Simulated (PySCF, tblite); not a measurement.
**C5H4O2: dynamics, then NMR shifts and electronic excitations on frames, part 1 of 2**

Aim: move C5H4O2 (`O=CC1=CCC1=O`) away from its starting geometry and see how NMR shifts and electronic excitations follow the geometry.

Programs: tblite 0.8.0 and PySCF 2.14.0, with density-fitted response routines of our own. Each step states its level of theory. These are calculated values for one molecule in the gas phase, unless marked as measured. Atoms count from 0, in the outputs and in this text.

## 1. The molecule as given

11 atoms, charge 0, multiplicity 1; geometry from: GFN2-xTB.

Bonds of the start (Å): O0–C1 1.20, C1–C2 1.46, C2–C3 1.35, C3–C4 1.50, C4–C5 1.55, C5–O6 1.19, C5–C2 1.49, C1–H7 1.11, C3–H8 1.07, C4–H9 1.09, C4–H10 1.09.

## 2. Dynamics with GFN2-xTB

Job settings and geometry (Å):

```
{"job": {"kind": "md", "xc": "GFN2-xTB", "basis": "xTB", "temperature": 200, "steps": 2000, "every": 50, "frames": 5}, "charge": 0, "multiplicity": 1}
O      2.687567    -1.021484    -0.158699
C      2.005036    -0.029926    -0.140517
C      0.548283    -0.024594    -0.039644
C     -0.400163    -0.987113     0.056021
C     -1.566159    -0.037803     0.108034
C     -0.477843     1.055616    -0.002660
O     -0.484845     2.246484    -0.040626
H      2.443572     0.983511    -0.200672
H     -0.357189    -2.060459     0.086548
H     -2.258619    -0.088930    -0.731436
H     -2.134216    -0.032630     1.037688
```

Level: GFN2-xTB Langevin dynamics, gas phase.

On the command line:

```
$ OMP_NUM_THREADS=1 python probes_run.py task.json out
```

The driver reads the jobs from task.json and runs them one after another.

Standard output:

```text
t/fs     T/K      E/eV
    0.0   175.5   -565.42013
   25.0   106.1   -565.26429
   50.0   150.0   -565.28281
   75.0    99.5   -565.25395
  100.0   122.7   -565.29296
  125.0   121.0   -565.24917
  150.0   194.9   -565.31576
  175.0   149.6   -565.23462
  200.0   166.8   -565.23272
  225.0   169.9   -565.25970
  250.0   172.7   -565.21640
  275.0   185.9   -565.21941
  300.0   243.8   -565.19897
  325.0   236.1   -565.19303
  350.0   206.2   -565.17995
  375.0   146.6   -565.08292
  400.0   243.8   -565.16222
  425.0   238.1   -565.22057
  450.0   253.2   -565.22583
  475.0   230.3   -565.17439
  500.0   162.0   -565.11266
  525.0   202.0   -565.22471
  550.0   206.6   -565.25071
  575.0   127.4   -565.17982
  600.0   127.3   -565.16795
  625.0   151.1   -565.20399
  650.0   170.0   -565.26105
  675.0   175.2   -565.19892
  700.0   154.0   -565.11561
  725.0   157.7   -565.17982
  750.0   234.0   -565.26361
  775.0   260.0   -565.24794
  800.0   226.1   -565.14819
  825.0   171.4   -565.17638
  850.0   175.0   -565.14755
  875.0   274.6   -565.23232
  900.0   152.1   -565.15985
  925.0   184.2   -565.15041
  950.0   239.2   -565.23836
  975.0   181.0   -565.13542
 1000.0   184.4   -565.11413
```

Run time: 13 s. Hardware: 1 thread of Intel Xeon Platinum 8259CL at 2.50GHz, shared host; peak memory 0.19 GiB.

Distance from the start (root mean square after alignment): 0 fs 0.00 Å, 200 fs 0.07 Å, 400 fs 0.14 Å, 600 fs 0.11 Å, 800 fs 0.09 Å, 1000 fs 0.31 Å.

Positions (Å) and forces (eV/Å) at 1000 fs:

```xyz
11

O     2.611   -0.940   -0.757    0.308   -0.281   -0.168
C     1.841   -0.521    0.063    1.084    0.518    0.530
C     0.429   -0.562   -0.017   -1.240    0.974    0.204
C    -0.505   -1.418   -0.448   -1.210    1.619    0.081
C    -1.645   -0.395   -0.366   -0.743   -0.009   -0.255
C    -0.603    0.551    0.257    0.530    1.180    0.647
O    -0.589    1.663    0.776   -0.072   -2.830   -1.265
H     2.166    0.069    0.947    0.294   -0.042   -0.002
H    -0.518   -2.447   -0.652    0.026   -0.828   -0.319
H    -2.077   -0.001   -1.318    0.597   -0.420    0.409
H    -2.531   -0.670    0.229    0.426    0.121    0.138
```

## 3. Nuclear shieldings: 250 fs, PBE0/pcSseg-1

Job settings and geometry (Å):

```
{"job": {"kind": "nmr", "xc": "PBE0", "basis": "pcSseg-1", "pop": false}, "charge": 0, "multiplicity": 1}
O      2.308800    -1.656900    -0.447300
C      1.806000    -0.564700    -0.159600
C      0.375600    -0.358600     0.011200
C     -0.636200    -1.260900     0.132500
C     -1.716800    -0.249500     0.422800
C     -0.563100     0.761400     0.168800
O     -0.556000     1.967000     0.241100
H      2.488000     0.282600    -0.077700
H     -0.617500    -2.321400     0.290400
H     -2.548200    -0.284400    -0.285100
H     -2.072200    -0.308700     1.447800
```

Method: GIAO PBE0/pcSseg-1 NMR shielding, non-relativistic, gas phase.

Standard output:

```text
coarse grid: 10088 points
cycle   1  E = -342.5904049354  dE =  1.380e+00  |g| = 1.058e+00  |ddm| = 3.257e+00
cycle   2  E = -341.5145147486  dE =  1.076e+00  |g| = 2.509e+00  |ddm| = 4.148e+00
cycle   3  E = -342.8125893781  dE = -1.298e+00  |g| = 1.685e-01  |ddm| = 3.310e+00
cycle   4  E = -342.8175716545  dE = -4.982e-03  |g| = 1.031e-01  |ddm| = 2.358e-01
cycle   5  E = -342.8199032576  dE = -2.332e-03  |g| = 3.769e-02  |ddm| = 1.051e-01
cycle   6  E = -342.8201977275  dE = -2.945e-04  |g| = 1.207e-02  |ddm| = 3.983e-02
cycle   7  E = -342.8202247989  dE = -2.707e-05  |g| = 3.925e-03  |ddm| = 1.078e-02
cycle   8  E = -342.8202278171  dE = -3.018e-06  |g| = 1.497e-03  |ddm| = 4.535e-03
final grid: 99944 points
cycle   9  E = -342.8835545916  dE =  1.508e-05  |g| = 1.686e-02  |ddm| = 3.065e-02
cycle  10  E = -342.8833365667  dE =  2.180e-04  |g| = 3.761e-02  |ddm| = 4.534e-02
cycle  11  E = -342.8836088262  dE = -2.723e-04  |g| = 1.241e-03  |ddm| = 3.278e-02
cycle  12  E = -342.8836091517  dE = -3.255e-07  |g| = 2.813e-04  |ddm| = 1.210e-03
cycle  13  E = -342.8836091615  dE = -9.780e-09  |g| = 1.849e-04  |ddm| = 3.541e-04
cycle  14  E = -342.8836091679  dE = -6.402e-09  |g| = 3.627e-05  |ddm| = 1.649e-04
cycle  15  E = -342.8836091682  dE = -2.332e-10  |g| = 1.314e-05  |ddm| = 4.044e-05
converged SCF energy = -342.8836091682

GIAO shielding tensors (ppm)
atom      isotropic    diamagn.    paramagn.     s11        s22        s33       span
  0 O     -454.230     397.295    -851.525  -1243.833   -517.954    399.096   1642.930
  1 C      -11.643     241.486    -253.129   -111.062    -30.775    106.907    217.969
  2 C       33.362     262.164    -228.801    -63.651     61.556    102.182    165.833
  3 C       -2.990     253.770    -256.760   -132.841    -49.050    172.922    305.763
  4 C      138.781     257.652    -118.871    120.688    138.198    157.457     36.769
  5 C       -2.002     243.605    -245.607    -96.703      7.686     83.010    179.713
  6 O     -307.017     399.570    -706.587   -883.348   -349.931    312.227   1195.575
  7 H       21.713      27.796      -6.083     20.118     21.688     23.334      3.216
  8 H       22.086      31.975      -9.889     16.206     24.451     25.601      9.395
  9 H       28.375      29.132      -0.757     25.782     27.193     32.148      6.366
 10 H       28.534      29.690      -1.156     26.343     27.417     31.843      5.499
```

It took 22 s on 1 thread of Intel Xeon Platinum 8259CL at 2.50GHz, shared host; peak memory 0.67 GiB.

The references, computed at this level on geometries of the same kind, shield at (ppm): 1H TMS 31.72, 13C TMS 186.9, 17O H2O 336.1. Their shielding less the atom's gives the shift. The references are single molecules in the gas phase, so shifts against H2O, NH3, PH3, H3PO4 or CFCl3 are not on the usual liquid scales and can be off by tens of ppm. Each atom is listed at this fixed geometry, with no averaging over motion; a spectrum would average atoms that exchange fast.

```
atoms                               environment  σ (ppm)  δ (ppm)
   C1                  aldehyde carbonyl carbon    -11.6    198.6
   C3                β carbon of a C=C–C=O unit     -3.0    189.9
   C5                    ketone carbonyl carbon     -2.0    188.9
   C2                α carbon of a C=C–C=O unit     33.4    153.6
   C4                   sp3 CH2 α to a carbonyl    138.8     48.1
   H7   hydrogen on an aldehyde carbonyl carbon    21.71    10.00
   H8  hydrogen on a β carbon of a C=C–C=O unit    22.09     9.63
   H9    hydrogen on an sp3 CH2 α to a carbonyl    28.37     3.34
  H10    hydrogen on an sp3 CH2 α to a carbonyl    28.53     3.18
   O0                           aldehyde oxygen   -454.2    790.3
   O6                             ketone oxygen   -307.0    643.1
```

Ring of atoms C2, C3, C4, C5: NICS(0) 4.9, NICS(1) -2.5, NICS(1)zz 0.2 ppm (means of both faces).

The fields below are evaluated on a grid from the run's orbitals.

Frontier orbitals at PBE0/pcSseg-1, with the share of their density that lies nearest to each atom:

```
orbital  energy (eV)                                   lies on
   HOMO        -7.56   O0 37 %; O6 29 %; C2, C4 about 9 % each
   LUMO        -2.85  C3 34 %; C1, C2 about 14 % each; O0 14 %
```

ELF in a plane through or near 9 of the atoms.

Ten even steps from '0' (0.00) to '9' (1.00):
```
0000000000000000000000000000
0000000000000000000000000000
0000000000000000000000000000
0000000000000021000000000000
0000000000005999700000000000
0000012331017999810000000000
0001367885005999710000000000
0003688886003755642100000000
0005897374236844974541000000
0003667722852765721552100000
0000003621952354753541000000
0000059997556961785310000000
0000499997002532430000000000
0000299994000378762000000000
0000002310003783297500000000
0000000000014798886400000000
0000000000001455532000000000
0000000000000011100000000000
0000000000000000000000000000
0000000000000000000000000000
```
The map spans 10.6 Å across and 9.7 Å up, centred on the molecule. Atoms in the plane (x, y in Å): O0 (-2.7, 0.9), C1 (-2.0, -0.1), C2 (-0.5, -0.1), C3 (0.3, 1.0), C4 (1.6, 0.1), C5 (0.6, -1.1), O6 (0.7, -2.2), H7 (-2.5, -1.0), H8 (0.2, 2.0).

On the surface of density 0.002 e/bohr³ the electrostatic potential runs, from the 1st to the 99th percentile, from -1.45 V near O0 to 1.52 V near H8.

## 4. Excited states and response: 250 fs, PBE0/def2-SVPD

Settings changed since step 3:

```diff
@@ -1,2 +1,2 @@
-{"job": {"kind": "nmr", "xc": "PBE0", "basis": "pcSseg-1", "pop": false}, "charge": 0, "multiplicity": 1}
+{"job": {"kind": "uv", "xc": "PBE0", "basis": "def2-SVPD", "nstates": 5, "ntriplets": 0}, "charge": 0, "multiplicity": 1}
 O      2.308800    -1.656900    -0.447300
```

Method: TDDFT PBE0/def2-SVPD, vertical, gas phase, core orbitals frozen in the response.

Standard output:

```text
coarse grid: 10088 points
cycle   1  E = -342.4022123374  dE =  1.321e+00  |g| = 1.016e+00  |ddm| = 5.553e+00
cycle   2  E = -341.3335592402  dE =  1.069e+00  |g| = 2.465e+00  |ddm| = 6.142e+00
cycle   3  E = -342.6183697854  dE = -1.285e+00  |g| = 1.514e-01  |ddm| = 4.973e+00
cycle   4  E = -342.6221640652  dE = -3.794e-03  |g| = 9.776e-02  |ddm| = 5.008e-01
cycle   5  E = -342.6243850735  dE = -2.221e-03  |g| = 3.302e-02  |ddm| = 2.343e-01
cycle   6  E = -342.6246260096  dE = -2.409e-04  |g| = 1.053e-02  |ddm| = 6.271e-02
cycle   7  E = -342.6246472670  dE = -2.126e-05  |g| = 3.780e-03  |ddm| = 1.686e-02
cycle   8  E = -342.6246501593  dE = -2.892e-06  |g| = 1.309e-03  |ddm| = 7.127e-03
final grid: 99944 points
cycle   9  E = -342.6868835924  dE =  1.168e-05  |g| = 1.555e-02  |ddm| = 1.194e-01
cycle  10  E = -342.6866883932  dE =  1.952e-04  |g| = 3.479e-02  |ddm| = 6.189e-02
cycle  11  E = -342.6869320780  dE = -2.437e-04  |g| = 1.178e-03  |ddm| = 4.483e-02
cycle  12  E = -342.6869323904  dE = -3.124e-07  |g| = 2.548e-04  |ddm| = 2.158e-03
cycle  13  E = -342.6869323979  dE = -7.473e-09  |g| = 1.780e-04  |ddm| = 5.264e-04
cycle  14  E = -342.6869324039  dE = -6.078e-09  |g| = 3.161e-05  |ddm| = 2.819e-04
cycle  15  E = -342.6869324041  dE = -1.987e-10  |g| = 1.170e-05  |ddm| = 6.318e-05
converged SCF energy = -342.6869324041

Static polarisability (au): isotropic 63.373, principal 39.814 69.518 80.787

Singlet excitations
state   eV       nm        f      main configurations
  1   2.9958    413.9   0.00013   H->L 0.89
  2   3.6924    335.8   0.00024   H-1->L 0.68, H->L+1 0.24
  3   4.5892    270.2   0.00041   H->L+1 0.67, H-1->L 0.23
  4   5.2539    236.0   0.08095   H-2->L 0.47, H-1->L+1 0.41
  5   5.3384    232.2   0.09004   H-2->L 0.48, H-1->L+1 0.43
```

Run time: 27 s. Hardware: 1 thread of Intel Xeon Platinum 8259CL at 2.50GHz, shared host; peak memory 0.74 GiB.

Frontier orbitals and where they lie:

```
orbital      eV                      atoms
 HOMO−3  -11.14  O6 46 %, C5 21 %, C4 10 %
 HOMO−2   -8.78  C2 27 %, C3 23 %, O0 15 %
 HOMO−1   -8.41  O0 35 %, O6 30 %, C1 10 %
   HOMO   -7.66   O0 32 %, O6 30 %, C4 9 %
   LUMO   -2.97  C3 34 %, C2 16 %, C1 16 %
 LUMO+1   -1.44  C5 26 %, O6 22 %, C1 16 %
 LUMO+2    0.59  C3 20 %, C4 19 %, H9 10 %
```

With each of the 5 states as a Gaussian band of 0.4 eV half-width at 1/e, the curve within the window shown has maxima at 234 nm (ε 6,800) L/(mol cm). Beyond the last state computed it falls off for lack of states. The curve at chosen wavelengths:

```tsv
nm	ε (L/mol/cm)
220	3378
232	6751
244	5167
256	1962
268	456
279	95
291	19
303	8
315	8
327	10
339	10
351	9
363	8
374	7
386	6
398	6
410	6
422	5
434	5
446	4
458	3
469	2
481	2
493	1
505	1
517	1
```

Leading natural transition orbitals of singlet state 5: the hole lies on O0 47 %; C2 13 %; O6 9 %; the particle on C3, C5 about 27 % each; O6 23 %; H8 9 %.

Leading natural transition orbitals of singlet state 1: the hole lies on O0 53 %; O6 16 %; C2 9 %; the particle on C3 29 %; C1 21 %; O0 19 %.

Ground-state properties from the same run:

```
           property  computed
  dipole moment (D)      2.88
polarisability (Å³)      9.39
 HOMO–LUMO gap (eV)      4.70
      −ε(HOMO) (eV)      7.66
```

## 5. NMR shieldings: 425 fs, PBE0/pcSseg-1

Job settings and geometry (Å):

```
{"job": {"kind": "nmr", "xc": "PBE0", "basis": "pcSseg-1", "pop": false}, "charge": 0, "multiplicity": 1}
O      2.470300    -1.840100    -0.653300
C      1.915100    -0.844000    -0.306100
C      0.552800    -0.728700     0.233700
C     -0.539000    -1.516700     0.130600
C     -1.524700    -0.558200     0.700700
C     -0.307500     0.419100     0.674600
O     -0.268000     1.597500     0.943200
H      2.319200     0.177600    -0.457600
H     -0.581600    -2.495100    -0.289200
H     -2.346600    -0.265900     0.041000
H     -1.849200    -0.802000     1.672900
```

With the program's defaults for keys left out, this is: GIAO PBE0/pcSseg-1 NMR shielding, non-relativistic, gas phase.

Standard output:

```text
coarse grid: 10088 points
cycle   1  E = -342.6028033478  dE =  1.437e+00  |g| = 1.035e+00  |ddm| = 3.239e+00
cycle   2  E = -341.6949975307  dE =  9.078e-01  |g| = 2.369e+00  |ddm| = 3.493e+00
cycle   3  E = -342.8110813997  dE = -1.116e+00  |g| = 1.691e-01  |ddm| = 2.729e+00
cycle   4  E = -342.8160591287  dE = -4.978e-03  |g| = 1.021e-01  |ddm| = 2.355e-01
cycle   5  E = -342.8180159105  dE = -1.957e-03  |g| = 4.541e-02  |ddm| = 1.086e-01
cycle   6  E = -342.8184053014  dE = -3.894e-04  |g| = 8.443e-03  |ddm| = 4.028e-02
cycle   7  E = -342.8184183699  dE = -1.307e-05  |g| = 2.353e-03  |ddm| = 6.434e-03
cycle   8  E = -342.8184195124  dE = -1.142e-06  |g| = 6.151e-04  |ddm| = 3.110e-03
final grid: 99944 points
cycle   9  E = -342.8822277971  dE =  4.305e-06  |g| = 1.503e-02  |ddm| = 2.568e-02
cycle  10  E = -342.8820685735  dE =  1.592e-04  |g| = 3.252e-02  |ddm| = 3.676e-02
cycle  11  E = -342.8822707734  dE = -2.022e-04  |g| = 1.335e-03  |ddm| = 2.669e-02
cycle  12  E = -342.8822711234  dE = -3.500e-07  |g| = 3.423e-04  |ddm| = 1.246e-03
cycle  13  E = -342.8822711397  dE = -1.631e-08  |g| = 1.957e-04  |ddm| = 4.118e-04
cycle  14  E = -342.8822711467  dE = -6.998e-09  |g| = 3.337e-05  |ddm| = 1.754e-04
cycle  15  E = -342.8822711469  dE = -2.340e-10  |g| = 1.406e-05  |ddm| = 4.484e-05
converged SCF energy = -342.8822711469

GIAO shielding tensors (ppm)
atom      isotropic    diamagn.    paramagn.     s11        s22        s33       span
  0 O     -341.694     396.419    -738.112  -1012.865   -419.446    407.230   1420.095
  1 C        3.567     246.725    -243.158    -84.589     -9.469    104.758    189.347
  2 C       28.189     262.967    -234.778    -69.207     56.460     97.314    166.521
  3 C        8.762     256.204    -247.442   -118.806    -28.369    173.460    292.267
  4 C      139.137     257.496    -118.359    115.574    146.230    155.606     40.032
  5 C       -5.836     245.184    -251.020    -98.664     -1.646     82.803    181.467
  6 O     -290.965     400.407    -691.372   -841.917   -348.322    317.344   1159.261
  7 H       21.906      27.957      -6.051     19.747     21.541     24.430      4.683
  8 H       22.716      32.671      -9.955     17.121     24.911     26.116      8.995
  9 H       28.531      29.880      -1.349     25.675     27.653     32.264      6.590
 10 H       29.048      30.476      -1.428     27.024     27.861     32.258      5.235
```

It took 15 s on 1 thread of Intel Xeon Platinum 8259CL at 2.50GHz, shared host; peak memory 0.69 GiB.

In short: δ C5 192.8, C1 183.4, C3 178.2, C2 158.7, H7 9.81, H8 9.00 ppm.

## 6. Excited states and response: 425 fs, PBE0/def2-SVPD

Settings changed since step 5:

```diff
@@ -1,2 +1,2 @@
-{"job": {"kind": "nmr", "xc": "PBE0", "basis": "pcSseg-1", "pop": false}, "charge": 0, "multiplicity": 1}
+{"job": {"kind": "uv", "xc": "PBE0", "basis": "def2-SVPD", "nstates": 5, "ntriplets": 0}, "charge": 0, "multiplicity": 1}
 O      2.470300    -1.840100    -0.653300
```

Method: TDDFT PBE0/def2-SVPD, vertical, gas phase, core orbitals frozen in the response.

Standard output:

```text
coarse grid: 10088 points
cycle   1  E = -342.4145042462  dE =  1.378e+00  |g| = 9.932e-01  |ddm| = 5.592e+00
cycle   2  E = -341.5096509633  dE =  9.049e-01  |g| = 2.328e+00  |ddm| = 5.728e+00
cycle   3  E = -342.6166723658  dE = -1.107e+00  |g| = 1.523e-01  |ddm| = 4.471e+00
cycle   4  E = -342.6206091984  dE = -3.937e-03  |g| = 9.576e-02  |ddm| = 5.223e-01
cycle   5  E = -342.6224544310  dE = -1.845e-03  |g| = 4.095e-02  |ddm| = 2.178e-01
cycle   6  E = -342.6227906135  dE = -3.362e-04  |g| = 7.417e-03  |ddm| = 6.125e-02
cycle   7  E = -342.6228009205  dE = -1.031e-05  |g| = 2.094e-03  |ddm| = 1.411e-02
cycle   8  E = -342.6228018686  dE = -9.482e-07  |g| = 7.342e-04  |ddm| = 5.414e-03
final grid: 99944 points
cycle   9  E = -342.6854982248  dE =  2.775e-06  |g| = 1.395e-02  |ddm| = 1.031e-01
cycle  10  E = -342.6853545317  dE =  1.437e-04  |g| = 3.030e-02  |ddm| = 5.641e-02
cycle  11  E = -342.6855369436  dE = -1.824e-04  |g| = 1.200e-03  |ddm| = 4.069e-02
cycle  12  E = -342.6855372612  dE = -3.175e-07  |g| = 2.489e-04  |ddm| = 2.262e-03
cycle  13  E = -342.6855372684  dE = -7.230e-09  |g| = 1.726e-04  |ddm| = 6.385e-04
cycle  14  E = -342.6855372742  dE = -5.730e-09  |g| = 2.777e-05  |ddm| = 2.755e-04
cycle  15  E = -342.6855372743  dE = -1.735e-10  |g| = 9.309e-06  |ddm| = 9.166e-05
converged SCF energy = -342.6855372743

Static polarisability (au): isotropic 62.486, principal 39.631 68.656 79.172

Singlet excitations
state   eV       nm        f      main configurations
  1   3.1800    389.9   0.00040   H->L 0.93
  2   3.8613    321.1   0.00097   H-1->L 0.66, H->L+1 0.28
  3   4.7089    263.3   0.00161   H->L+1 0.65, H-1->L 0.26
  4   5.4619    227.0   0.00790   H-1->L+1 0.80
  5   5.5659    222.8   0.15996   H-2->L 0.87
```

Run time: 20 s. Hardware: 1 thread of Intel Xeon Platinum 8259CL at 2.50GHz, shared host; peak memory 0.73 GiB.

In short: HOMO -7.60 eV, LUMO -2.75 eV; lowest singlet 3.18 eV.

## 7. Nuclear shieldings: 625 fs, PBE0/pcSseg-1

Job settings and geometry (Å):

```
{"job": {"kind": "nmr", "xc": "PBE0", "basis": "pcSseg-1", "pop": false}, "charge": 0, "multiplicity": 1}
O      2.883200    -1.462400    -0.630600
C      2.195200    -0.677500    -0.056500
C      0.775200    -0.721600     0.158900
C     -0.201000    -1.635300    -0.021800
C     -1.322100    -0.880600     0.637100
C     -0.183100     0.153100     0.956200
O     -0.039200     1.079800     1.674500
H      2.671900     0.225200     0.382400
H     -0.121800    -2.619300    -0.506000
H     -2.206500    -0.597600     0.042900
H     -1.829400    -1.253200     1.559200
```

Level: GIAO PBE0/pcSseg-1 NMR shielding, non-relativistic, gas phase.

Standard output:

```text
coarse grid: 10088 points
cycle   1  E = -342.6073518497  dE =  1.423e+00  |g| = 1.028e+00  |ddm| = 3.253e+00
cycle   2  E = -341.7475086779  dE =  8.598e-01  |g| = 2.309e+00  |ddm| = 3.704e+00
cycle   3  E = -342.8129668666  dE = -1.065e+00  |g| = 1.590e-01  |ddm| = 2.907e+00
cycle   4  E = -342.8175448376  dE = -4.578e-03  |g| = 9.376e-02  |ddm| = 2.257e-01
cycle   5  E = -342.8194031140  dE = -1.858e-03  |g| = 3.615e-02  |ddm| = 9.910e-02
cycle   6  E = -342.8196551486  dE = -2.520e-04  |g| = 8.857e-03  |ddm| = 3.661e-02
cycle   7  E = -342.8196696467  dE = -1.450e-05  |g| = 2.250e-03  |ddm| = 7.105e-03
cycle   8  E = -342.8196706876  dE = -1.041e-06  |g| = 7.309e-04  |ddm| = 3.313e-03
final grid: 99944 points
cycle   9  E = -342.8834027026  dE =  8.305e-06  |g| = 1.498e-02  |ddm| = 2.383e-02
cycle  10  E = -342.8832498799  dE =  1.528e-04  |g| = 3.205e-02  |ddm| = 3.789e-02
cycle  11  E = -342.8834452090  dE = -1.953e-04  |g| = 9.641e-04  |ddm| = 2.740e-02
cycle  12  E = -342.8834454144  dE = -2.054e-07  |g| = 1.949e-04  |ddm| = 1.006e-03
cycle  13  E = -342.8834454192  dE = -4.771e-09  |g| = 1.303e-04  |ddm| = 2.438e-04
cycle  14  E = -342.8834454229  dE = -3.746e-09  |g| = 2.806e-05  |ddm| = 1.270e-04
cycle  15  E = -342.8834454231  dE = -1.630e-10  |g| = 9.789e-06  |ddm| = 3.090e-05
converged SCF energy = -342.8834454231

GIAO shielding tensors (ppm)
atom      isotropic    diamagn.    paramagn.     s11        s22        s33       span
  0 O     -376.258     396.294    -772.551  -1119.064   -423.628    413.919   1532.983
  1 C        2.871     242.957    -240.086    -84.689    -14.089    107.391    192.080
  2 C       28.111     263.017    -234.907    -58.013     43.331     99.013    157.026
  3 C       12.654     252.661    -240.007   -108.177    -20.283    166.421    274.598
  4 C      131.831     254.355    -122.524    101.173    133.601    160.719     59.546
  5 C       -0.666     245.443    -246.109    -90.600     13.039     75.563    166.163
  6 O     -249.428     400.011    -649.439   -739.357   -322.534    313.607   1052.965
  7 H       21.822      27.631      -5.809     19.256     22.814     23.396      4.140
  8 H       22.560      30.429      -7.869     18.822     23.957     24.901      6.079
  9 H       27.579      29.391      -1.813     25.564     26.106     31.067      5.503
 10 H       27.689      27.849      -0.160     25.487     26.377     31.203      5.717
```

It took 15 s on 1 thread of Intel Xeon Platinum 8259CL at 2.50GHz, shared host; peak memory 0.68 GiB.

In short: δ C5 187.6, C1 184.1, C3 174.3, C2 158.8, H7 9.90, H8 9.16 ppm.

(Continued in part 2 of 2.)
